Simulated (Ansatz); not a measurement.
# AlSi4NO8: the cost of one run

Method: DFT PBE, scalar-relativistic, plane waves, PAW, in Ansatz 0.2.0.

## (1) Starting point

The cell holds 14 atoms (AlNO8Si4): a = 5.758 Å, b = 5.906 Å, c = 5.975 Å, α = 91.49°, β = 89.29°, γ = 92.14°.

4 Si, 8 O, 1 Al, 1 N were thrown into a skewed cell at random, at 1.00 times a reference volume of the solid, and pushed apart as soft spheres.

Coordinates:

```cif
data_structure
_symmetry_space_group_name_H-M 'P 1'
_symmetry_Int_Tables_number 1
_cell_length_a 5.7583
_cell_length_b 5.9062
_cell_length_c 5.9754
_cell_angle_alpha 91.488
_cell_angle_beta 89.292
_cell_angle_gamma 92.136
_cell_volume 203.00
loop_
_atom_site_label
_atom_site_type_symbol
_atom_site_fract_x
_atom_site_fract_y
_atom_site_fract_z
_atom_site_occupancy
Si1 Si 0.54741 0.06121 0.73114 1
Si2 Si 0.27064 0.65502 0.07222 1
Si3 Si 0.30613 0.15515 0.15130 1
Si4 Si 0.85226 0.83896 0.40596 1
O1 O 0.29530 0.97060 0.89838 1
O2 O 0.04813 0.48161 0.84543 1
O3 O 0.81627 0.07401 0.07426 1
O4 O 0.87947 0.64175 0.18960 1
O5 O 0.10469 0.08756 0.39059 1
O6 O 0.40790 0.46266 0.24569 1
O7 O 0.44954 0.70217 0.57722 1
O8 O 0.71665 0.24652 0.43204 1
Al1 Al 0.86216 0.76787 0.85254 1
N1 N 0.46259 0.34574 0.80229 1
```

## (2) Stage at 4000 K

The cutoff is lowered while the worst contacts of the packing are taken out. One k point, a Fermi-Dirac width of 0.345 eV and a fixed cell.

The input, input.yaml:

```yaml
crystal:
  lattice:
    - [5.757211, -0.10848, 0.03555]
    - [-0.10848, 5.904711, -0.076798]
    - [0.03555, -0.076798, 5.974794]
  atoms:
    - { symbol: Si, position: [0.5474076644, 0.0612067866, 0.731136193] }
    - { symbol: Si, position: [0.2706438662, 0.6550152288, 0.0722218101] }
    - { symbol: Si, position: [0.306128289, 0.1551536643, 0.1513043437] }
    - { symbol: Si, position: [0.8522635361, 0.8389595509, 0.4059588587] }
    - { symbol: O, position: [0.2953010807, 0.9706040123, 0.8983789818] }
    - { symbol: O, position: [0.0481277639, 0.4816088982, 0.8454322176] }
    - { symbol: O, position: [0.8162690103, 0.0740123698, 0.0742587006] }
    - { symbol: O, position: [0.879466564, 0.6417485715, 0.1895980819] }
    - { symbol: O, position: [0.1046872594, 0.0875631079, 0.3905851869] }
    - { symbol: O, position: [0.4079038257, 0.4626645146, 0.2456878753] }
    - { symbol: O, position: [0.4495383941, 0.702166162, 0.5772202377] }
    - { symbol: O, position: [0.716645297, 0.2465236599, 0.4320417113] }
    - { symbol: Al, position: [0.8621611858, 0.7678698699, 0.8525355271] }
    - { symbol: "N", position: [0.4625948387, 0.345736363, 0.8022863578] }
  symmetry: { detect: false }
basis:
  ecutwfc: 320
  xc_grid: 1
kpoints:
  mp_grid: { grid: [1, 1, 1], shift: [0.25, 0.25, 0.25] }
hamiltonian:
  xc: pbe
scf:
  occupations: { method: fermi_dirac, width: 0.3447 }
  lower_state_search: "off"
  convergence: { dr2_threshold: 1.0e-05 }
output:
  forces: true
  stress: true
md:
  timestep: 2.0
  n_steps: 24
  ensemble: nvt_langevin
  friction: 0.03
  temperature: 4000.0
  initial_velocities: maxwell_boltzmann
  seed: 70093
```

Run with:

```
> ansatz run input.yaml --threads 2 --pin off --max-ram 5120MiB --backend cpu --events-out ev --progress --plain --runs-dir out
```

Q: Estimate wall time and peak memory on 2 threads of Arm Neoverse V2, shared host.

About 12 s, with a peak of 0.32 GiB.
